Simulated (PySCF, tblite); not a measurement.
# C28H32: electronic excitations, NMR shifts

Wanted: electronic excitations, NMR shifts for C28H32 (`c1ccc([C@@]23[C@@H]4C[C@H]5C[C@H]6[C@@H]4C[C@@H]4[C@H]7[C@@H]8C[C@H]9C[C@@H]([C@@H]8C[C@@H]42)[C@]3(C5)[C@]76C9)cc1`).

Computed with tblite 0.8.0 and PySCF 2.14.0 and routines of our own; the level stands in each step. Atoms count from 0.

## 1. The system as given

60 atoms, charge 0, multiplicity 1; geometry from: force field, distance geometry or constructed start.

## 2. Geometry optimisation with GFN2-xTB

The job: settings as JSON, then the geometry in Å.

```
{"job": {"kind": "relax", "xc": "GFN2-xTB", "basis": "xTB"}, "charge": 0, "multiplicity": 1}
C      5.130900    -0.713400     0.755100
C      4.818500    -0.099500    -0.457800
C      3.496900     0.188900    -0.768900
C      2.416700    -0.105800     0.095700
C      0.954900     0.247900    -0.330100
C      0.916800     1.804200    -0.607300
C      1.088200     2.591700     0.706900
C     -0.072800     2.288900     1.656700
C     -1.375000     2.722700     0.977100
C     -1.588400     1.924100    -0.316500
C     -0.411900     2.214600    -1.279000
C     -0.583200     1.451300    -2.589900
C     -0.640300    -0.048800    -2.317700
C     -1.814300    -0.365600    -1.396000
C     -1.906400    -1.880500    -1.140000
C     -3.107400    -2.201000    -0.237800
C     -2.955900    -1.469900     1.093200
C     -1.668200    -1.940600     1.775700
C     -0.440400    -1.609100     0.904500
C     -0.595700    -2.343300    -0.456800
C      0.574300    -2.040200    -1.390500
C      0.671600    -0.531600    -1.668500
C     -0.277700    -0.063200     0.666200
C     -0.127200     0.774900     1.962400
C     -1.645900     0.400200    -0.039700
C     -2.892000     0.036400     0.834500
C      2.767500    -0.725400     1.310500
C      4.097800    -1.023400     1.637400
H      6.156700    -0.942200     1.009500
H      5.615600     0.147900    -1.147600
H      3.313100     0.667100    -1.732600
H      1.727400     2.107000    -1.280000
H      1.119300     3.665700     0.492200
H      2.042700     2.348200     1.198800
H      0.055900     2.848600     2.584700
H     -2.223600     2.602200     1.657600
H     -1.336100     3.797300     0.743000
H     -2.521400     2.257400    -0.788700
H     -0.383400     3.286300    -1.501700
H     -1.504600     1.782100    -3.091400
H      0.248900     1.680800    -3.266000
H     -0.772100    -0.574400    -3.275800
H     -2.740500    -0.037400    -1.886000
H     -2.028500    -2.413200    -2.096300
H     -3.180100    -3.281900    -0.075700
H     -4.036700    -1.893800    -0.743300
H     -3.815100    -1.697800     1.730400
H     -1.573600    -1.477700     2.769600
H     -1.713100    -3.019900     1.949500
H      0.432100    -2.026700     1.412300
H     -0.641200    -3.434600    -0.282500
H      0.447400    -2.579200    -2.340300
H      1.506500    -2.427900    -0.958800
H      1.472200    -0.375300    -2.400700
H      0.776700     0.512100     2.522100
H     -0.941500     0.600700     2.667600
H     -3.796200     0.358000     0.321000
H     -2.881100     0.563700     1.793600
H      2.031600    -1.006100     2.057600
H      4.325100    -1.500600     2.584600
```

On the command line:

```
$ OMP_NUM_THREADS=2 python large_run.py task.json out
```

The driver reads the jobs from task.json and runs them one after another.

Standard output:

```text
step      E/eV     max force
  0   -2080.38288    0.725
  1   -2080.46360    0.369
  2   -2080.52649    0.363
  3   -2080.59260    0.506
  4   -2080.63792    0.430
  5   -2080.66584    0.361
  6   -2080.68468    0.228
  7   -2080.70301    0.270
  8   -2080.71553    0.210
  9   -2080.72251    0.179
 10   -2080.72737    0.131
 11   -2080.73252    0.147
 12   -2080.73781    0.161
 13   -2080.74239    0.120
 14   -2080.74594    0.105
 15   -2080.74873    0.083
 16   -2080.75084    0.080
 17   -2080.75227    0.059
 18   -2080.75324    0.046
 19   -2080.75402    0.049
 20   -2080.75467    0.037
 21   -2080.75513    0.027
 22   -2080.75542    0.024
 23   -2080.75561    0.022
 24   -2080.75575    0.019
```

Run time: 1.6 s. Hardware: 2 threads of Arm Neoverse N1, shared host; peak memory 0.18 GiB.

Step by step:

```csv
step,energy from step 0 (eV),largest force (eV/Å)
0,0.0000,0.7248
1,-0.0807,0.3692
2,-0.1436,0.3634
3,-0.2097,0.5054
4,-0.2550,0.4297
5,-0.2830,0.3611
6,-0.3018,0.2281
7,-0.3201,0.2702
8,-0.3326,0.2099
9,-0.3396,0.1783
10,-0.3445,0.1306
11,-0.3496,0.1468
12,-0.3549,0.1612
13,-0.3595,0.1203
14,-0.3631,0.1048
15,-0.3658,0.0824
16,-0.3680,0.0792
17,-0.3694,0.0589
18,-0.3704,0.0463
20,-0.3718,0.0374
21,-0.3722,0.0272
22,-0.3725,0.0238
23,-0.3727,0.0214
24,-0.3729,0.0190
```

Close pairs (by a distance rule), those that changed most:

```csv
bond,before (Å),after (Å),change (Å)
C22–C24,1.608,1.554,-0.054
C4–C22,1.615,1.562,-0.053
C4–C5,1.581,1.548,-0.033
C13–C24,1.567,1.537,-0.030
C4–C21,1.575,1.546,-0.029
C3–C4,1.563,1.534,-0.029
C24–C25,1.565,1.538,-0.027
C18–C22,1.573,1.546,-0.027
```

The next job starts from the end point, and lists it.

## 3. Electronic excitations: TDA wB97X-D/def2-SVP

The job: settings as JSON, then the geometry in Å.

```
{"job": {"kind": "uv", "basis": "def2-SVP", "grid": 1, "kgrid": 0, "vcut": 1.5, "nstates": 6, "ntriplets": 2, "tda": true, "delta": [], "pop": true, "xc": "wB97X-D"}, "charge": 0, "multiplicity": 1}
C      5.031839    -0.695541     0.746827
C      4.695810    -0.088398    -0.449288
C      3.375718     0.190888    -0.740989
C      2.328576    -0.116432     0.133688
C      0.909702     0.246503    -0.324228
C      0.903969     1.770100    -0.600116
C      1.101517     2.546925     0.699111
C     -0.065531     2.254928     1.634279
C     -1.361333     2.702240     0.965601
C     -1.560607     1.899190    -0.318096
C     -0.401919     2.193405    -1.269762
C     -0.576391     1.449720    -2.588393
C     -0.626662    -0.046671    -2.306409
C     -1.789063    -0.356624    -1.371921
C     -1.876823    -1.862030    -1.124303
C     -3.076732    -2.186853    -0.241540
C     -2.914287    -1.453305     1.084958
C     -1.630654    -1.917016     1.764805
C     -0.423405    -1.579077     0.886508
C     -0.579935    -2.310812    -0.451974
C      0.599822    -2.016329    -1.370292
C      0.666597    -0.516619    -1.646064
C     -0.282343    -0.059973     0.637486
C     -0.107304     0.756854     1.931456
C     -1.606147     0.388721    -0.040694
C     -2.830532     0.046386     0.824412
C      2.695967    -0.730192     1.326706
C      4.019312    -1.012963     1.629382
H      6.061494    -0.917175     0.983031
H      5.463904     0.170916    -1.163785
H      3.172822     0.664107    -1.689224
H      1.723856     2.018721    -1.279859
H      1.146294     3.617387     0.482674
H      2.045329     2.257592     1.167119
H      0.069527     2.802670     2.574863
H     -2.206672     2.570136     1.641771
H     -1.303167     3.766434     0.722976
H     -2.503196     2.200769    -0.792349
H     -0.363411     3.272271    -1.466300
H     -1.500683     1.767044    -3.077251
H      0.254244     1.680240    -3.260405
H     -0.762469    -0.591033    -3.249395
H     -2.722540    -0.015625    -1.837952
H     -1.982598    -2.378033    -2.086846
H     -3.137784    -3.264783    -0.073551
H     -3.998675    -1.870062    -0.735550
H     -3.774545    -1.664782     1.731292
H     -1.535760    -1.456701     2.749091
H     -1.666896    -2.999217     1.915005
H      0.469383    -1.971427     1.375756
H     -0.627878    -3.389898    -0.259225
H      0.477092    -2.559123    -2.311533
H      1.531480    -2.351975    -0.908397
H      1.492291    -0.326357    -2.337746
H      0.815309     0.489101     2.440713
H     -0.923570     0.556676     2.623426
H     -3.728264     0.375771     0.293539
H     -2.809230     0.572686     1.776636
H      1.966780    -1.013187     2.065372
H      4.252279    -1.489267     2.571429
```

Level: TDA wB97X-D/def2-SVP, vertical, gas phase, core orbitals frozen in the response, virtual orbitals cut by energy.

Standard output:

```text
start: PBE on a coarse grid of 45542 points
cycle   1  E = -1083.5510570187  dE =  3.964e+00  |g| = 1.008e+00  |ddm| = 9.916e+00
cycle   2  E = -1082.9600694467  dE =  5.910e-01  |g| = 1.848e+00  |ddm| = 4.691e+00
cycle   3  E = -1083.8235868130  dE = -8.635e-01  |g| = 3.774e-01  |ddm| = 3.936e+00
cycle   4  E = -1083.8528495986  dE = -2.926e-02  |g| = 1.203e-01  |ddm| = 9.854e-01
cycle   5  E = -1083.8556957934  dE = -2.846e-03  |g| = 5.635e-02  |ddm| = 2.445e-01
cycle   6  E = -1083.8564399352  dE = -7.441e-04  |g| = 2.212e-02  |ddm| = 1.191e-01
cycle   7  E = -1083.8565696773  dE = -1.297e-04  |g| = 4.658e-03  |ddm| = 3.755e-02
final grid: 192498 points
cycle   8  E = -1085.1985381888  dE = -1.781e-02  |g| = 4.426e-02  |ddm| = 1.610e+00
cycle   9  E = -1085.1991367896  dE = -5.986e-04  |g| = 3.398e-02  |ddm| = 2.561e-01
cycle  10  E = -1085.1993996704  dE = -2.629e-04  |g| = 1.031e-02  |ddm| = 7.861e-02
cycle  11  E = -1085.1994249116  dE = -2.524e-05  |g| = 4.771e-03  |ddm| = 3.839e-02
cycle  12  E = -1085.1994318817  dE = -6.970e-06  |g| = 6.144e-04  |ddm| = 9.021e-03
cycle  13  E = -1085.1994332105  dE = -1.329e-06  |g| = 3.142e-04  |ddm| = 1.836e-03
cycle  14  E = -1085.1994330834  dE =  1.270e-07  |g| = 8.069e-05  |ddm| = 8.204e-04
converged SCF energy = -1085.1994330834

Static polarisability (au): isotropic 254.303, principal 224.876 245.271 292.763

Singlet excitations
state   eV       nm        f      main configurations
  1   5.5789    222.2   0.00077   H-2->L 0.35, H->L+1 0.35, H->L 0.10
  2   6.3542    195.1   0.04100   H->L 0.51, H-2->L+1 0.23, H->L+1 0.11
  3   7.0801    175.1   0.00497   H-1->L 0.63, H-1->L+1 0.11
  4   7.2807    170.3   0.04724   H-4->L 0.43, H-3->L 0.15
  5   7.3155    169.5   0.00052   H-1->L+1 0.61, H-1->L 0.11
  6   7.3314    169.1   0.33254   H-2->L+1 0.28, H->L 0.22, H-3->L 0.16

Triplet excitations (Tamm-Dancoff, eV): 4.1479 4.8552
```

Wall time 5.8 min (2 threads of Arm Neoverse N1, shared host); peak memory 1.5 GiB.

Frontier orbitals and where they lie:

```csv
orbital,eV,atoms
HOMO−4,-9.17,"C24 9 %, C22 9 %"
HOMO−3,-9.01,"C3 7 %, C0 6 %, C9 6 %"
HOMO−2,-8.89,"C1 24 %, C26 23 %, C27 20 %"
HOMO−1,-8.78,"C4 7 %, C24 6 %, C22 6 %"
HOMO,-8.49,"C0 20 %, C3 19 %, C2 9 %"
LUMO,1.72,"C3 22 %, C2 22 %, C27 22 %"
LUMO+1,1.81,"C1 28 %, C26 27 %, C3 9 %"
LUMO+2,3.14,"H42 5 %, H43 4 %"
LUMO+3,3.69,"H57 9 %, H55 8 %, H40 6 %"
```

With each of the 6 states as a Gaussian band of 0.4 eV half-width at 1/e, the curve within the window shown has maxima at 193 nm (ε 1,700), 169 nm (ε 16,000) L/(mol cm). Beyond the last state computed it falls off for lack of states. The curve at chosen wavelengths:

```tsv
nm	ε (L/mol/cm)
162	8600
165	12966
169	15511
172	13902
176	9100
179	5626
183	2778
186	1920
190	1699
193	1724
196	1672
200	1397
203	1094
207	691
210	451
214	237
217	144
220	90
224	53
227	38
231	26
234	20
238	13
241	9
245	6
248	4
```

Further results of this job:

```csv
property,computed
dipole moment (D),0.21
polarisability (Å³),37.68
HOMO–LUMO gap (eV),10.21
−ε(HOMO) (eV),8.49
```

## 4. NMR shifts: GIAO KT3/pcSseg-1

The job, as its differences from that of step 3:

```diff
@@ -1,2 +1,2 @@
-{"job": {"kind": "uv", "basis": "def2-SVP", "grid": 1, "kgrid": 0, "vcut": 1.5, "nstates": 6, "ntriplets": 2, "tda": true, "delta": [], "pop": true, "xc": "wB97X-D"}, "charge": 0, "multiplicity": 1}
+{"job": {"kind": "nmr", "xc": "KT3", "basis": "pcSseg-1", "pop": false}, "charge": 0, "multiplicity": 1}
 C      5.031839    -0.695541     0.746827
```

Method: GIAO KT3/pcSseg-1 NMR shielding, non-relativistic, gas phase.

Standard output:

```text
start: PBE on a coarse grid of 45542 points
cycle   1  E = -1084.1570161255  dE =  4.186e+00  |g| = 1.080e+00  |ddm| = 8.130e+00
cycle   2  E = -1083.4713349875  dE =  6.857e-01  |g| = 1.989e+00  |ddm| = 3.903e+00
cycle   3  E = -1084.4503429013  dE = -9.790e-01  |g| = 4.220e-01  |ddm| = 3.340e+00
cycle   4  E = -1084.4858845287  dE = -3.554e-02  |g| = 1.285e-01  |ddm| = 8.416e-01
cycle   5  E = -1084.4891108913  dE = -3.226e-03  |g| = 5.782e-02  |ddm| = 2.030e-01
cycle   6  E = -1084.4898642738  dE = -7.534e-04  |g| = 2.397e-02  |ddm| = 1.019e-01
cycle   7  E = -1084.4900129085  dE = -1.486e-04  |g| = 5.194e-03  |ddm| = 3.247e-02
final grid: 405160 points
cycle   8  E = -1104.2092482374  dE = -6.831e-02  |g| = 2.973e-02  |ddm| = 1.104e+00
cycle   9  E = -1104.2093486045  dE = -1.004e-04  |g| = 2.720e-02  |ddm| = 1.028e-01
cycle  10  E = -1104.2094492605  dE = -1.007e-04  |g| = 1.686e-02  |ddm| = 5.906e-02
cycle  11  E = -1104.2095174069  dE = -6.815e-05  |g| = 5.624e-03  |ddm| = 3.293e-02
cycle  12  E = -1104.2095224419  dE = -5.035e-06  |g| = 1.279e-03  |ddm| = 9.409e-03
cycle  13  E = -1104.2095234566  dE = -1.015e-06  |g| = 6.392e-04  |ddm| = 2.403e-03
cycle  14  E = -1104.2095242628  dE = -8.062e-07  |g| = 1.525e-04  |ddm| = 1.025e-03
cycle  15  E = -1104.2095241166  dE =  1.462e-07  |g| = 6.055e-05  |ddm| = 3.043e-04
converged SCF energy = -1104.2095241166

GIAO shielding tensors (ppm)
atom      isotropic    diamagn.    paramagn.     s11        s22        s33       span
  0 C       65.892     252.671    -186.779    -29.065     53.827    172.913    201.978
  1 C       61.858     249.369    -187.511    -39.597     55.764    169.407    209.004
  2 C       62.930     249.661    -186.730    -34.948     50.441    173.298    208.246
  3 C       43.287     250.049    -206.761    -35.555      3.506    161.911    197.466
  4 C      133.941     238.858    -104.917    123.035    135.060    143.727     20.693
  5 C      134.436     241.871    -107.434    114.040    141.956    147.313     33.273
  6 C      145.921     248.673    -102.752    137.733    148.366    151.663     13.930
  7 C      149.303     247.981     -98.677    143.872    147.758    156.279     12.407
  8 C      147.890     250.470    -102.580    138.485    148.136    157.049     18.565
  9 C      137.246     241.924    -104.678    119.810    142.517    149.410     29.599
 10 C      140.460     247.409    -106.949    128.835    139.215    153.330     24.495
 11 C      140.649     249.633    -108.984    133.732    143.389    144.824     11.092
 12 C      140.361     245.346    -104.984    128.502    140.220    152.363     23.861
 13 C      132.433     243.314    -110.881    119.987    130.019    147.293     27.307
 14 C      140.573     247.299    -106.726    131.556    136.892    153.271     21.715
 15 C      140.465     251.921    -111.456    134.929    142.704    143.762      8.832
 16 C      150.087     250.652    -100.565    143.828    147.719    158.714     14.886
 17 C      148.254     248.217     -99.963    138.651    148.449    157.662     19.011
 18 C      144.469     236.783     -92.314    137.772    147.229    148.406     10.635
 19 C      141.053     246.496    -105.443    131.277    140.291    151.592     20.314
 20 C      145.932     246.767    -100.834    136.646    149.682    151.469     14.824
 21 C      135.317     241.380    -106.063    112.551    145.094    148.307     35.756
 22 C      140.012     235.797     -95.784    134.968    138.485    146.583     11.615
 23 C      151.694     242.123     -90.428    142.112    149.612    163.359     21.247
 24 C      143.194     241.627     -98.433    140.176    143.956    145.450      5.274
 25 C      143.124     244.337    -101.213    125.923    149.695    153.754     27.831
 26 C       59.544     253.613    -194.068    -34.028     43.247    169.413    203.442
 27 C       64.980     248.675    -183.695    -34.507     59.344    170.102    204.608
 28 H       24.636      27.025      -2.389     21.188     26.054     26.666      5.478
 29 H       24.418      28.711      -4.292     20.591     24.634     28.029      7.438
 30 H       24.214      37.048     -12.834     19.452     20.448     32.743     13.290
 31 H       29.554      35.744      -6.191     25.491     27.999     35.171      9.680
 32 H       30.399      31.072      -0.673     26.265     27.554     37.378     11.113
 33 H       29.907      31.466      -1.559     25.052     31.694     32.974      7.922
 34 H       29.891      30.380      -0.488     25.652     26.228     37.795     12.143
 35 H       29.234      32.075      -2.841     24.736     28.338     34.627      9.891
 36 H       30.311      31.101      -0.789     26.528     27.046     37.360     10.832
 37 H       30.556      34.702      -4.147     27.312     28.724     35.630      8.318
 38 H       29.770      33.775      -4.005     25.101     27.792     36.418     11.317
 39 H       29.687      31.923      -2.235     26.228     26.588     36.246     10.019
 40 H       29.560      31.933      -2.374     26.050     26.356     36.273     10.223
 41 H       29.905      33.736      -3.830     25.414     27.845     36.456     11.042
 42 H       30.270      36.397      -6.127     26.371     29.847     34.591      8.220
 43 H       30.080      33.559      -3.479     25.075     28.688     36.478     11.403
 44 H       29.782      30.750      -0.969     26.162     26.687     36.496     10.334
 45 H       29.773      31.280      -1.507     26.221     26.774     36.323     10.102
 46 H       29.844      30.121      -0.277     25.515     26.012     38.005     12.490
 47 H       29.219      32.318      -3.099     24.939     28.285     34.432      9.493
 48 H       30.171      31.099      -0.928     25.897     27.607     37.008     11.111
 49 H       29.032      33.756      -4.723     22.549     29.363     35.185     12.636
 50 H       29.935      33.634      -3.699     25.428     28.166     36.211     10.784
 51 H       30.425      31.390      -0.965     25.961     27.861     37.453     11.492
 52 H       29.810      31.558      -1.748     24.985     31.378     33.066      8.080
 53 H       29.676      35.702      -6.026     25.456     28.176     35.396      9.940
 54 H       29.181      33.134      -3.953     23.991     28.699     34.852     10.861
 55 H       29.171      33.464      -4.294     25.250     28.966     33.297      8.047
 56 H       30.690      32.770      -2.080     26.619     29.481     35.971      9.352
 57 H       28.821      33.461      -4.640     24.734     29.338     32.392      7.659
 58 H       23.855      37.213     -13.358     18.372     20.625     32.566     14.194
 59 H       24.557      29.779      -5.222     20.553     24.793     28.325      7.772
```

Wall time 2.3 min (2 threads of Arm Neoverse N1, shared host); peak memory 1.4 GiB.

Shifts follow as δ = σ(reference) − σ, with reference shieldings (ppm) from runs at the same level and on the same kind of geometry: 1H TMS 31.76, 13C TMS 184.7. The references are single molecules in the gas phase. Atoms listed in one row are averaged.

```csv
atoms,environment,σ (ppm),δ (ppm)
C3,substituted aromatic carbon,43.3,141.4
"C2, C26",aromatic CH,61.2,123.5
"C1, C27",aromatic CH,63.4,121.3
C0,aromatic CH,65.9,118.8
C13,sp3 CH in a ring,132.4,52.3
C4,quaternary sp3 carbon on an aromatic ring,133.9,50.8
C5,sp3 CH in a ring,134.4,50.3
C21,sp3 CH in a ring,135.3,49.4
C9,sp3 CH in a ring,137.2,47.5
C22,quaternary sp3 carbon in a ring,140.0,44.7
C12,sp3 CH in a ring,140.4,44.4
C10,sp3 CH in a ring,140.5,44.3
C15,sp3 CH2 in a ring,140.5,44.3
C14,sp3 CH in a ring,140.6,44.1
C11,sp3 CH2 in a ring,140.6,44.1
C19,sp3 CH in a ring,141.1,43.7
C25,sp3 CH2 in a ring,143.1,41.6
C24,quaternary sp3 carbon in a ring,143.2,41.5
C18,sp3 CH in a ring,144.5,40.3
C6,sp3 CH2 in a ring,145.9,38.8
C20,sp3 CH2 in a ring,145.9,38.8
C8,sp3 CH2 in a ring,147.9,36.8
C17,sp3 CH2 in a ring,148.3,36.5
C7,sp3 CH in a ring,149.3,35.4
C16,sp3 CH in a ring,150.1,34.6
C23,sp3 CH2 in a ring,151.7,33.0
"H30, H58",hydrogen on an aromatic CH,24.03,7.73
"H29, H59",hydrogen on an aromatic CH,24.49,7.27
H28,hydrogen on an aromatic CH,24.64,7.12
H57,hydrogen on an sp3 CH2 in a ring,28.82,2.94
H49,hydrogen on an sp3 CH in a ring,29.03,2.73
H55,hydrogen on an sp3 CH2 in a ring,29.17,2.59
H54,hydrogen on an sp3 CH2 in a ring,29.18,2.58
H47,hydrogen on an sp3 CH2 in a ring,29.22,2.54
H35,hydrogen on an sp3 CH2 in a ring,29.23,2.53
H31,hydrogen on an sp3 CH in a ring,29.55,2.21
H40,hydrogen on an sp3 CH2 in a ring,29.56,2.20
H53,hydrogen on an sp3 CH in a ring,29.68,2.08
H39,hydrogen on an sp3 CH2 in a ring,29.69,2.07
H38,hydrogen on an sp3 CH in a ring,29.77,1.99
```

Ring of atoms C0, C1, C2, C3, C26, C27: NICS(0) -8.3, NICS(1) -10.3, NICS(1)zz -26.0 ppm (means of both faces).

Ring of atoms C4, C5, C6, C7, C22, C23: NICS(0) -1.4, NICS(1) -1.3, NICS(1)zz -3.0 ppm (means of both faces).

The two faces differ (NICS(1)zz 1.0 and -6.9 ppm).

Ring of atoms C4, C5, C9, C10, C22, C24: NICS(0) -1.5, NICS(1) -1.3, NICS(1)zz -7.5 ppm (means of both faces).

## 5. What came out

| quantity | value |
| --- | --- |
| lowest singlet (wB97X-D/def2-SVP) | 5.58 eV (222 nm), f = 0.001 |
| brightest single state of those computed | state 6, 7.33 eV, f = 0.333 |
| lowest triplet | 4.15 eV |
| 13C shifts against TMS (KT3/pcSseg-1, means over atoms taken as alike) | 141.4, 123.5, 121.3, 118.8, 52.3, 50.8, 50.3, 49.4, 47.5, 44.7, 44.4, 44.3, 44.3, 44.1 ppm and more |
| 1H shifts against TMS (KT3/pcSseg-1, means over atoms taken as alike) | 7.73, 7.27, 7.12, 2.94, 2.73, 2.59, 2.58, 2.54, 2.53, 2.21, 2.20, 2.08, 2.07, 1.99 ppm and more |

**Reading.** The lowest singlet, at 5.58 eV, is HOMO−2→LUMO 0.35, HOMO→LUMO+1 0.35 and is dark; of the 6 states computed, the strongest absorption comes from state 6 at 7.33 eV (the last computed, so partners may be missing). The lowest triplet lies 1.43 eV below the lowest singlet. The basis of wB97X-D/def2-SVP has no diffuse functions, so Rydberg states are missing and the high states are unreliable. NICS(1)zz of -26 ppm above the planar ring from C0 marks a diatropic (aromatic) ring current.
